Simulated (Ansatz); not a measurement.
# NiO: the cost of one run

Program: Ansatz 0.2.0. Level of theory: DFT r²SCAN, scalar-relativistic, plane waves, PAW. These are calculated values, not measurements.

### Step 1. The starting structure

It takes space group Fm-3m (No. 225, cubic). The conventional cell has a = 4.189 Å, b = 4.189 Å, c = 4.189 Å, α = 90.00°, β = 90.00°, γ = 90.00°. Ni (site symmetry m-3m) has 6 O at 2.09 Å as nearest neighbours. O (site symmetry m-3m) is surrounded by 6 Ni at 2.09 Å.

Structure file:

```xyz
2
Lattice="1.4811 0.8551 2.4177 -1.4811 0.8551 2.4177 0.0000 -1.7102 2.4177" Properties=species:S:1:pos:R:3 pbc="T T T"
Ni    1.4811    0.8551    2.4177
O     0.0000    0.0000    3.6265
```

An earlier run at r²SCAN left this cell at 9.186 Å³/atom and 0.00 GPa (14×14×14 mesh).

### Step 2. Antiferromagnetic, propagation vector (0, 0, 3/2)

The input, input.yaml:

```yaml
crystal:
  lattice:
    - [0.0, 1.7102298102, 4.835335251]
    - [-1.4811024619, -0.855114905, 4.835335251]
    - [1.4811024619, -0.855114905, 4.835335251]
  atoms:
    - { symbol: Ni, position: [0.5, -0.5, 0.5], spin: 2.0 }
    - { symbol: O, position: [0.25, 0.25, 0.25] }
    - { symbol: Ni, position: [1.0, 0.0, 1.0], spin: -2.0 }
    - { symbol: O, position: [0.75, 0.75, 0.75] }
basis:
  ecutwfc: 500
  ecutrho_ratio: 4
kpoints:
  mp_grid: { grid: [10, 10, 10] }
hamiltonian:
  xc: r2scan
scf:
  occupations: { method: gaussian, width: 0.05 }
  lower_state_search: "off"
output:
  forces: true
  stress: true
  eigenvalues: true
  populations: true
magnetization:
  spin_polarized: true
```

Run with:

```bash
> ansatz run input.yaml --threads 2 --pin off --max-ram 5120MiB --backend cpu --events-out ev --progress --plain --runs-dir out
```

**Question.** How long does this run take on 2 threads of Intel Xeon at 2.50GHz (Skylake/Cascade Lake), shared host, and how much memory does it need?

About 94 s, with a peak of 0.61 GiB.
